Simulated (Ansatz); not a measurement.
# ClFH5NSi2: from a rough start to a stationary point

Aim: relax ClFH5NSi2 from a cheap starting geometry, check the end point by its vibrations and derive ideal-gas thermochemistry, and look at its orbitals and charge.

Method: RKS PBE0-D4/def2-TZVP; program: Ansatz 0.2.0, Gaussian basis.

Levels to be run: relaxation at PBE-D4/def2-SVP; relaxation at PBE0-D4/def2-TZVP; harmonic vibrations at the same level; a single point in def2-TZVPP for the fields.

## Step 1: The system as given

SMILES `F[SiH](Cl)N[SiH3]`, 10 atoms, charge 0, spin multiplicity 1.

Atoms are counted from 1 here; the program's logs count them from 0.

Bond lengths: F1–Si2 1.543 Å, Si2–Cl3 2.023 Å, Si2–N4 1.716 Å, Si2–H6 1.464 Å, N4–Si5 1.738 Å, N4–H7 1.022 Å, Si5–H8 1.444 Å, Si5–H9 1.432 Å, Si5–H10 1.480 Å. Angles: F1–Si2–Cl3 108.2°, F1–Si2–N4 111.0°, F1–Si2–H6 110.3°, Cl3–Si2–N4 106.8°, Cl3–Si2–H6 108.6°, N4–Si2–H6 111.8°, Si2–N4–Si5 105.9°, Si2–N4–H7 105.2°, Si5–N4–H7 107.1°, N4–Si5–H8 110.4°, N4–Si5–H9 103.8°, N4–Si5–H10 107.9°, H8–Si5–H9 109.0°, H8–Si5–H10 113.0°, H9–Si5–H10 112.3°.

The start is a force-field geometry with small random shifts, so a cheaper pass at PBE-D4/def2-SVP comes first.

## Step 2: Optimising with PBE-D4/def2-SVP (cheap first pass)

Contents of in.yaml:

```yaml
crystal:
  periodic: [false, false, false]
  atoms:
    - {symbol: F, position_ang: [-1.412000, 0.340200, 1.466900]}
    - {symbol: Si, position_ang: [0.107900, 0.125200, 1.312100]}
    - {symbol: Cl, position_ang: [1.055200, 1.314200, 2.647300]}
    - {symbol: N, position_ang: [0.640800, 0.607700, -0.245700]}
    - {symbol: Si, position_ang: [-0.119500, -0.480200, -1.367800]}
    - {symbol: H, position_ang: [0.456700, -1.267500, 1.598000]}
    - {symbol: H, position_ang: [0.228600, 1.530900, -0.396200]}
    - {symbol: H, position_ang: [-1.556500, -0.360300, -1.291600]}
    - {symbol: H, position_ang: [0.319600, -0.013700, -2.648100]}
    - {symbol: H, position_ang: [0.362300, -1.847800, -1.072000]}
basis:
  gaussian: {orbitals: def2-SVP}
hamiltonian: {xc: pbe, dispersion: d4}
relax: {f_tol: 0.03, max_steps: 200}
```

Run with:

```bash
> ansatz run in.yaml --threads 4 --pin off --events-out ev --progress --plain --max-ram 10444MiB
```

Log, cut to the lines that bear on the results:

```text
Functional definition: PBE
  name "PBE"
  cite "Perdew, Burke & Ernzerhof, Phys. Rev. Lett. 77, 3865 (1996) doi:10.1103/PhysRevLett.77.3865"
  parent pbe
[...]
1197 factors; their error is unknown
[...]
mean field -32539.50368170 eV, -1195.8047042346 hartree, gradient 4.0e-5 eV, S^2 0.000000; 0 other end points of the search recorded, 0 dependent functions left out
[...]
reference -32539.50371685 eV, -1195.8047055264 hartree; 33, 33 occupied and 74, 74 virtual orbitals, 1197 factors
relax step   1: F+E_penalty+E_count = -32539.77318156 eV  Δ(F+E_penalty+E_count) = +0.000e0 eV  max|allowed force component| = 3.795e0 eV/Å  Δτ_max = 0.0000 Å  (27 SCF iters, accepted)
[...]
relax step   4: F+E_penalty+E_count = -32540.49803347 eV  Δ(F+E_penalty+E_count) = -7.457e-2 eV  max|allowed force component| = 5.939e-1 eV/Å  Δτ_max = 0.2000 Å  (34 SCF iters, accepted)
[...]
relax step   7: F+E_penalty+E_count = -32540.53859455 eV  Δ(F+E_penalty+E_count) = -1.108e-2 eV  max|allowed force component| = 7.042e-2 eV/Å  Δτ_max = 0.1999 Å  (27 SCF iters, accepted)
[...]
relax step  10: F+E_penalty+E_count = -32540.54645082 eV  Δ(F+E_penalty+E_count) = -1.232e-3 eV  max|allowed force component| = 2.409e-2 eV/Å  Δτ_max = 0.0451 Å  (28 SCF iters, accepted)
[...]
relax step  11: F+E_penalty+E_count = -32540.54696518 eV  Δ(F+E_penalty+E_count) = -5.144e-4 eV  max|allowed force component| = 4.380e-2 eV/Å  Δτ_max = 0.0432 Å  (28 SCF iters, accepted)
[...]
relax step  12: F+E_penalty+E_count = -32540.54725368 eV  Δ(F+E_penalty+E_count) = -2.885e-4 eV  max|allowed force component| = 2.471e-2 eV/Å  Δτ_max = 0.0451 Å  (28 SCF iters, accepted)
1197 factors; their error is unknown
mean field -32540.28956660 eV, -1195.8335849723 hartree, gradient 2.0e-5 eV, S^2 0.000000; 1 other end points of the search recorded, 0 dependent functions left out
[...]
reference -32540.28960362 eV, -1195.8335863326 hartree; 33, 33 occupied and 74, 74 virtual orbitals, 1197 factors
Total energy: -32540.54729070 eV, -1195.8430561581 hartree
Atom 0 at    -1.301075     0.248651     2.287607 Å, force    -0.008608    -0.002256     0.002122 eV/Å
Atom 1 at     0.130117     0.147295     1.505734 Å, force     0.024712     0.006153    -0.002923 eV/Å
Atom 2 at     1.379042     1.489534     2.467603 Å, force    -0.008016    -0.001850    -0.006492 eV/Å
Atom 3 at     0.003600     0.587248    -0.154898 Å, force    -0.003656    -0.015439    -0.005684 eV/Å
Atom 4 at    -0.151565    -0.476379    -1.554329 Å, force     0.007881     0.004459    -0.001483 eV/Å
Atom 5 at     0.621754    -1.252152     1.636084 Å, force    -0.009777     0.011401    -0.005613 eV/Å
Atom 6 at    -0.032698     1.595854    -0.343578 Å, force     0.002852    -0.004362     0.013910 eV/Å
Atom 7 at    -1.498068    -0.352884    -2.217062 Å, force     0.005999    -0.001073     0.005208 eV/Å
Atom 8 at     0.903535    -0.161244    -2.580767 Å, force    -0.009252    -0.006330     0.006279 eV/Å
Atom 9 at     0.028457    -1.877224    -1.043494 Å, force    -0.002136     0.009297    -0.005325 eV/Å
Dipole moment:     0.056655     0.000539    -0.383361 e Å
```

Run time: 15 s. Hardware: 4 threads of Arm Neoverse V1, shared host.

Step by step:

```tsv
step	energy from step 1 (eV)	largest force component (eV/Å)
1	0.0000	3.7953
2	-0.5115	2.1144
3	-0.6503	0.6705
4	-0.7249	0.5939
5	-0.7436	0.2827
6	-0.7543	0.2752
7	-0.7654	0.0704
8	-0.7696	0.1638
9	-0.7720	0.0871
10	-0.7733	0.0241
11	-0.7738	0.0438
12	-0.7741	0.0247
```

The force was under the threshold of 0.03 eV/Å already at step 10, but the program went on to step 12.

Close pairs (by a distance rule), those that changed most:

```tsv
bond	before (Å)	after (Å)	change (Å)
F1–Si2	1.543	1.634	+0.091
Si5–H9	1.432	1.505	+0.074
Si5–H8	1.444	1.506	+0.062
Si2–Cl3	2.023	2.070	+0.047
N4–Si5	1.738	1.765	+0.027
Si2–H6	1.464	1.489	+0.025
Si5–H10	1.480	1.502	+0.022
Si2–N4	1.716	1.723	+0.007
```

## Step 3: Relaxation at PBE0-D4/def2-TZVP

Contents of in.yaml:

```yaml
crystal:
  periodic: [false, false, false]
  atoms:
    - {symbol: F, position_ang: [-1.301075, 0.248651, 2.287607]}
    - {symbol: Si, position_ang: [0.130117, 0.147295, 1.505734]}
    - {symbol: Cl, position_ang: [1.379042, 1.489534, 2.467603]}
    - {symbol: N, position_ang: [0.003600, 0.587248, -0.154898]}
    - {symbol: Si, position_ang: [-0.151565, -0.476379, -1.554329]}
    - {symbol: H, position_ang: [0.621754, -1.252152, 1.636084]}
    - {symbol: H, position_ang: [-0.032698, 1.595854, -0.343578]}
    - {symbol: H, position_ang: [-1.498068, -0.352884, -2.217062]}
    - {symbol: H, position_ang: [0.903535, -0.161244, -2.580767]}
    - {symbol: H, position_ang: [0.028457, -1.877224, -1.043494]}
basis:
  gaussian: {orbitals: def2-TZVP}
hamiltonian: {xc: pbe0, dispersion: d4}
relax: {f_tol: 0.005, max_steps: 150}
```

Same command.

Log, cut to the lines that bear on the results:

```text
Functional definition: PBE0
  name "PBE0"
  cite "Adamo & Barone, J. Chem. Phys. 110, 6158 (1999) doi:10.1063/1.478522"
  cite "Perdew, Burke & Ernzerhof, Phys. Rev. Lett. 77, 3865 (1996) doi:10.1103/PhysRevLett.77.3865"
  parent pbe
[...]
1335 factors; their error is unknown
[...]
mean field -32558.53160902 eV, -1196.5039676660 hartree, gradient 2.1e-5 eV, S^2 0.000000; 0 other end points of the search recorded, 0 dependent functions left out
[...]
reference -32558.53164405 eV, -1196.5039689533 hartree; 33, 33 occupied and 170, 170 virtual orbitals, 1335 factors
relax step   1: F+E_penalty+E_count = -32558.75110797 eV  Δ(F+E_penalty+E_count) = +0.000e0 eV  max|allowed force component| = 1.212e0 eV/Å  Δτ_max = 0.0000 Å  (27 SCF iters, accepted)
[...]
Atom 0 at    -1.264265     0.121759     2.206985 Å, force     0.001205    -0.000450    -0.000384 eV/Å
Atom 1 at     0.148107     0.145174     1.474875 Å, force    -0.002189     0.001800    -0.002159 eV/Å
Atom 2 at     1.261328     1.541073     2.463440 Å, force     0.000622     0.000375     0.000321 eV/Å
Atom 3 at     0.030205     0.581572    -0.158574 Å, force     0.000583    -0.001258     0.002140 eV/Å
Atom 4 at    -0.170352    -0.468550    -1.526580 Å, force    -0.000552    -0.000009     0.000536 eV/Å
Atom 5 at     0.732340    -1.196469     1.618180 Å, force    -0.000020     0.000151     0.000033 eV/Å
Atom 6 at     0.019897     1.575133    -0.347648 Å, force     0.000039    -0.000638     0.000494 eV/Å
Atom 7 at    -1.479567    -0.251673    -2.195086 Å, force     0.000808     0.000353    -0.000630 eV/Å
Atom 8 at     0.904599    -0.243649    -2.527134 Å, force    -0.000712     0.000162    -0.000065 eV/Å
Atom 9 at    -0.099193    -1.855671    -1.005559 Å, force     0.000215    -0.000487    -0.000286 eV/Å
Dipole moment:     0.076493     0.022575    -0.380383 e Å
```

Run time: 51 s. Hardware: 4 threads of Arm Neoverse V1, shared host; peak memory 0.59 GiB.

Along the way:

```tsv
step	energy from step 1 (eV)	largest force component (eV/Å)
1	0.0000	1.2116
2	-0.0663	0.6953
3	-0.0827	0.1215
4	-0.0831	0.0134
5	-0.0833	0.0123
6	-0.0835	0.0303
7	-0.0836	0.0252
8	-0.0837	0.0173
9	-0.0838	0.0066
10	-0.0838	0.0066
11	-0.0838	0.0081
12	-0.0838	0.0099
13	-0.0839	0.0082
14	-0.0839	0.0022
```

Close pairs (by a distance rule), those that changed most:

```tsv
bond	before (Å)	after (Å)	change (Å)
F1–Si2	1.634	1.591	-0.043
Si2–Cl3	2.070	2.041	-0.030
N4–Si5	1.765	1.736	-0.028
Si2–N4	1.723	1.695	-0.028
Si5–H8	1.506	1.486	-0.020
Si5–H9	1.505	1.486	-0.020
Si2–H6	1.489	1.470	-0.019
Si5–H10	1.502	1.483	-0.018
```

Mulliken charges of the relaxed molecule (report file):

```tsv
atom	value (e)
F1	-0.29
Si2	0.64
Cl3	-0.23
N4	-0.49
Si5	0.24
H6	-0.03
H7	0.23
H8	-0.02
H9	-0.03
H10	-0.02
```

## Step 4: Harmonic vibrations

Contents of in.yaml:

```yaml
crystal:
  periodic: [false, false, false]
  atoms:
    - {symbol: F, position_ang: [-1.264265, 0.121759, 2.206985]}
    - {symbol: Si, position_ang: [0.148107, 0.145174, 1.474875]}
    - {symbol: Cl, position_ang: [1.261328, 1.541073, 2.463440]}
    - {symbol: N, position_ang: [0.030205, 0.581572, -0.158574]}
    - {symbol: Si, position_ang: [-0.170352, -0.468550, -1.526580]}
    - {symbol: H, position_ang: [0.732340, -1.196469, 1.618180]}
    - {symbol: H, position_ang: [0.019897, 1.575133, -0.347648]}
    - {symbol: H, position_ang: [-1.479567, -0.251673, -2.195086]}
    - {symbol: H, position_ang: [0.904599, -0.243649, -2.527134]}
    - {symbol: H, position_ang: [-0.099193, -1.855671, -1.005559]}
basis:
  gaussian: {orbitals: def2-TZVP}
hamiltonian: {xc: pbe0, dispersion: d4}
phonons: {temperatures: {t_min: 298.15, t_max: 900, t_step: 200}}
```

Same command.

Log, cut to the lines that bear on the results:

```text
Functional definition: PBE0
  name "PBE0"
  cite "Adamo & Barone, J. Chem. Phys. 110, 6158 (1999) doi:10.1063/1.478522"
  cite "Perdew, Burke & Ernzerhof, Phys. Rev. Lett. 77, 3865 (1996) doi:10.1103/PhysRevLett.77.3865"
  parent pbe
[...]
1335 factors; their error is unknown
[...]
mean field -32558.61390656 eV, -1196.5069920451 hartree, gradient 2.0e-5 eV, S^2 0.000000; 0 other end points of the search recorded, 0 dependent functions left out
[...]
reference -32558.61394124 eV, -1196.5069933194 hartree; 33, 33 occupied and 170, 170 virtual orbitals, 1335 factors
[...]
1335 factors; their error is unknown
mean field -32558.61380571 eV, -1196.5069883386 hartree, gradient 2.2e-6 eV, S^2 0.000000; 0 other end points of the search recorded, 0 dependent functions left out
[...]
reference -32558.61384038 eV, -1196.5069896130 hartree; 33, 33 occupied and 170, 170 virtual orbitals, 1335 factors
[...]
Atom 2 at     1.261328     1.541073     2.463440 Å, force     0.000607     0.000416     0.000344 eV/Å
Atom 3 at     0.030205     0.581572    -0.158574 Å, force     0.000532    -0.001242     0.002097 eV/Å
Atom 4 at    -0.170352    -0.468550    -1.526580 Å, force    -0.000517    -0.000037     0.000542 eV/Å
Atom 5 at     0.732340    -1.196469     1.618180 Å, force    -0.000013     0.000153     0.000041 eV/Å
Atom 6 at     0.019897     1.575133    -0.347648 Å, force     0.000050    -0.000640     0.000512 eV/Å
Atom 7 at    -1.479567    -0.251673    -2.195086 Å, force     0.000795     0.000350    -0.000621 eV/Å
Atom 8 at     0.904599    -0.243649    -2.527134 Å, force    -0.000719     0.000162    -0.000057 eV/Å
Atom 9 at    -0.099193    -1.855671    -1.005559 Å, force     0.000187    -0.000460    -0.000311 eV/Å
Dipole moment:     0.076493     0.022576    -0.380386 e Å
Vibrations: 32.58 82.08 141.61 199.79 276.29 319.51 404.85 552.95 638.65 712.21 766.69 828.02 862.91 902.48 934.31 951.17 966.37 1007.76 1206.26 2224.98 2229.15 2246.67 2307.62 3597.53 cm⁻¹, zero-point energy 1.512138 eV
```

Run time: 2.6 min. Hardware: 4 threads of Arm Neoverse V1, shared host; peak memory 0.59 GiB.

Motions are named by where the mode's potential energy lies. The modes, unscaled (a negative number is an imaginary wavenumber):

```tsv
mode	cm⁻¹	motion
1	33	torsion
2	82	torsion
3	142	bend
4	200	bend
5	276	bend
6	320	bend with torsion
7	405	torsion
8	553	Si–Cl stretch
9	639	bend with Si–N stretch
10	712	bend
11	767	bend with Si–N stretch
12	828	bend with wag or twist
13	863	bend
14	902	Si–F stretch
15	934	bend with wag or twist
16	951	bend
17	966	bend with wag or twist
18	1008	bend with Si–N stretch
19	1206	bend
20	2225	Si–H stretch
21	2229	Si–H stretch
22	2247	Si–H stretch
23	2308	Si–H stretch
24	3598	N–H stretch
```

From these modes and the moments of inertia (298.15 K, 1 bar, symmetry number 1):

```tsv
term	value
zero-point energy	34.9 kcal/mol
H(298) − E	40.3 kcal/mol
entropy, translation	169.5 J/(mol K)
entropy, rotation	118.8 J/(mol K)
entropy, vibration	86.4 J/(mol K)
entropy, total	374.8 J/(mol K)
```

## Step 5: Fields at the relaxed geometry

Edit in.yaml of step 4 so:

```diff
@@ -14,4 +14,4 @@
 basis:
-  gaussian: {orbitals: def2-TZVP}
+  gaussian: {orbitals: def2-TZVPP}
 hamiltonian: {xc: pbe0, dispersion: d4}
-phonons: {temperatures: {t_min: 298.15, t_max: 900, t_step: 200}}
+output: {orbitals: {seedname: orbitals}}
```

Same command.

Log:

```text
Functional definition: PBE0
  name "PBE0"
  cite "Adamo & Barone, J. Chem. Phys. 110, 6158 (1999) doi:10.1063/1.478522"
  cite "Perdew, Burke & Ernzerhof, Phys. Rev. Lett. 77, 3865 (1996) doi:10.1103/PhysRevLett.77.3865"
  parent pbe
  parameter a = 0.25
  parameter kappa = 0.804
  parameter beta = 0.06672455060314922
  exchange = (1 - a)*pbe_x(kappa = kappa, mu = beta*pi^2/3) + a*exact_x
  correlation = pbe_c(beta = beta)
1513 factors; their error is unknown
mean field evaluation 1: about -32551.6639 eV, gradient 6.4e1 eV
mean field evaluation 2: about -32541.8107 eV, gradient 9.1e1 eV
mean field evaluation 4: about -32558.5625 eV, gradient 3.9e0 eV
mean field evaluation 8: about -32558.5870 eV, gradient 5.1e-2 eV
mean field evaluation 16: about -32558.6646 eV, gradient 2.0e-5 eV
mean field -32558.66464496 eV, -1196.5088566468 hartree, gradient 2.0e-5 eV, S^2 0.000000; 0 other end points of the search recorded, 0 dependent functions left out
reference -32558.66467924 eV, -1196.5088579063 hartree; 33, 33 occupied and 225, 225 virtual orbitals, 1513 factors
Total energy: -32558.88575300 eV, -1196.5169822174 hartree
```

It took 3.5 s on 4 threads of Arm Neoverse V1, shared host; peak memory 0.75 GiB.

The fields below are evaluated on a grid from the run's orbitals.

Frontier orbitals at PBE0-D4/def2-TZVPP, with the share of their density that lies nearest to each atom:

```tsv
orbital	energy (eV)	lies on
HOMO	-8.28	N4 54 %; H8, H9 about 12 % each; Cl3 7 %
LUMO	-0.03	H7, H9 about 18 % each; H8, H10 about 15 % each; Si5 12 %
```

ELF in a plane through or near 4 of the atoms.

Ten even steps from ' ' (0.00) to '@' (1.00):
```
                                                        
                                                        
                                                        
                          ....        ..::::..          
                        --**##--    ::==++++==::        
                      ..**@@@@##    --**##%%##++::      
              ......  ..**@@@@##..  ++##%%%%%%##==..    
            ..----::..==**##%%**--..++##%%%%%%##++::    
            ..==--..  **##::==##++..++####%%%%##++::    
            ::==  ++**::%%==++%%::==::==********--..    
            ::--..**##..********==##++  ::::--::..      
            ..::::::..--::..::....++......              
              ::##@@@@@@==    ::====::..                
              ==@@@@@@@@##    --**++--..                
              ++@@@@@@@@##    --**==::..                
              ==%%@@@@@@==      ----..                  
                ==**##++..                              
                                                        
                                                        
                                                        
```
The map spans 11.0 Å across and 8.4 Å up, centred on the molecule. Atoms in the plane (x, y in Å): Si2 (1.5, -0.2), N4 (0.0, 0.6), Si5 (-1.6, -0.1), H7 (0.1, 1.6).

On the surface of density 0.002 e/bohr³ the electrostatic potential runs, from the 1st to the 99th percentile, from -0.85 V near F1 to 2.08 V near H7.

## Step 6: Results

| quantity | value |
| --- | --- |
| point group | C1 |
| steps | 12 + 14 |
| shift from the start (rms) | 0.526 Å |
| total energy | -32558.8350 eV |
| dispersion term | -221 meV |
| dipole moment | 1.87 D |
| lowest, highest wavenumber | 33, 3598 cm⁻¹ |
| zero-point energy | 34.9 kcal/mol |
| entropy at 298.15 K | 374.8 J/(mol K) |
| HOMO, LUMO | -8.28, -0.03 eV |

What this shows: The relaxed geometry lies 0.53 Å (rms) from the start; the bond that changed most is Si5–H9, from 1.432 to 1.486 Å. No mode is imaginary: a true minimum at this level. The stiffest mode, 3598 cm⁻¹, is an N–H stretch, and 4 modes under 200 cm⁻¹ make the vibrational entropy uncertain. Harmonic hybrid wavenumbers usually lie a few per cent above measured fundamentals. The largest Mulliken charge, +0.64 e, sits on Si2. The HOMO lies mostly on N4 54 %; H8, H9 about 12 % each and the LUMO on H7, H9 about 18 % each; H8, H10 about 15 % each.
